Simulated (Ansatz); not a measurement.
# Si3Ge: the cost of one run

Program: Ansatz 0.2.0. Level of theory: DFT PBE, scalar-relativistic, plane waves, PAW. These are calculated values, not measurements.

### 1 The structure to begin with

The structure is tetragonal, space group P4/mmm (No. 123). Conventional cell: a = 3.921 Å, b = 3.921 Å, c = 3.881 Å, α = 90.00°, β = 90.00°, γ = 90.00°. Around Si (site symmetry mmm) lie 8 Si at 2.76 to 2.77 Å and 4 Ge at 2.76 Å. Around Si (site symmetry 4/mmm) lie 8 Si at 2.76 Å and 4 Ge at 2.77 Å. Ge (site symmetry 4/mmm) has 12 Si at 2.76 to 2.77 Å as nearest neighbours.

Structure file:

```
CELL_PARAMETERS angstrom
3.92108 0.00000 0.00000
0.00000 3.92108 0.00000
0.00000 0.00000 3.88077
ATOMIC_POSITIONS crystal
Si 0.00000 0.50000 0.50000
Si 0.50000 0.00000 0.50000
Si 0.50000 0.50000 0.00000
Ge 0.00000 0.00000 0.00000
```

This is candidate A: Cu3Pd type (P4/mmm, No. 123).

(A quick probe on a coarse mesh, which set the mesh and smearing, is not shown.)

### 3 Rough relaxation on the coarse mesh (candidate A)

Contents of input.yaml:

```yaml
crystal:
  lattice:
    - [3.9210772512, 0.0, 0.0]
    - [0.0, 3.9210772512, 0.0]
    - [0.0, 0.0, 3.8807740498]
  atoms:
    - { symbol: Si, position: [0.0, 0.5, 0.5] }
    - { symbol: Si, position: [0.5, 0.0, 0.5] }
    - { symbol: Si, position: [0.5, 0.5, 0.0] }
    - { symbol: Ge, position: [0.0, 0.0, 0.0] }
basis:
  ecutwfc: 420
kpoints:
  mp_grid: { grid: [4, 4, 4] }
hamiltonian:
  xc: pbe
scf:
  occupations: { method: gaussian, width: 0.1 }
  lower_state_search: "off"
output:
  forces: true
  stress: true
  eigenvalues: true
relax:
  adjacent_minimum: "off"
  f_tol: 0.04
  max_steps: 70
  cell: { stress_tol: 0.4 }
```

Started as:

```bash
ansatz run input.yaml --threads 1 --pin off --max-ram 2560MiB --backend cpu --events-out ev --progress --plain --runs-dir out
```

Q: Estimate wall time and peak memory on 1 thread of Intel Xeon Platinum 8488C (Sapphire Rapids), shared host.

About 12 s, with a peak of 0.4 GiB.
